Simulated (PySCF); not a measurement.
# BrHSi (Monobromosilylene): the cost of one run

The runs use PySCF 2.14.0, with density-fitted response routines of our own; the level of theory stands in each step. All values are computed, except where a source is named. Atoms count from 0, in the outputs and in this text.

### Step 1. Starting geometry

3 atoms, charge 0, multiplicity 1; geometry from: GFN2-xTB. The atoms were then displaced at random by about 0.01 Å, so the start is not that level's minimum.

Bonds of the start (Å): Si0–Br1 2.24, Si0–H2 1.48.

### Step 2. Relaxing the molecule at PBE0-D3(BJ)/def2-TZVP

What the job is given:

```
{"job": {"xc": "PBE0", "basis": "def2-TZVP", "d3": "d3bj", "grid": 2, "shake": 0.01, "kind": "geom"}, "charge": 0, "multiplicity": 1}
Si    -0.386590     0.741710     0.001820
Br     1.602680    -0.283110    -0.013190
H     -1.210070    -0.493540    -0.007810
```

Started as:

```bash
OMP_NUM_THREADS=1 python probes_run.py task.json out
```

This one command runs all jobs of the session in turn.

**Question.** How long does this first job take on 1 thread of Arm Neoverse N1, shared host, and how much memory does it need?

About 14 s, with a peak of 0.35 GiB.
